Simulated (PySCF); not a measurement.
# C4H7In (InMe2(CCH)): the cost of one run

Computed with PySCF 2.14.0 and routines of our own; the level stands in each step. Atoms count from 0.

## (1) The system as given

12 atoms, charge 0, multiplicity 1; geometry from: GFN2-xTB.

## (2) Relaxing the molecule at PBE0-D3(BJ)/def2-SVP

What the job is given:

```
{"job": {"xc": "PBE0", "basis": "def2-SVP", "d3": "d3bj", "grid": 1, "maxiter": 30, "shake": 0.03, "kind": "geom"}, "charge": 0, "multiplicity": 1}
In     0.080010    -0.039420     0.010380
C      2.233340    -0.067180    -0.019340
H      2.573800     0.376970     0.882450
H      2.731090     0.527710    -0.867400
H      2.583600    -1.104090    -0.123430
C     -1.169770     1.951630    -0.005840
H     -0.950540     2.469200    -0.928620
H     -0.784070     2.577360     0.817570
H     -2.227930     1.747890     0.157760
C     -1.076470    -1.841850     0.039210
C     -1.698220    -2.887670     0.043120
H     -2.179370    -3.793320     0.045120
```

Run with:

```console
$ OMP_NUM_THREADS=1 python heavy_run.py task.json out
```

One launch serves the whole session: the jobs run in the order shown.

Q: Estimate the wall time and peak memory of this first job on 1 thread of Intel Xeon Platinum 8488C, shared host.

About 43 s, with a peak of 0.48 GiB.
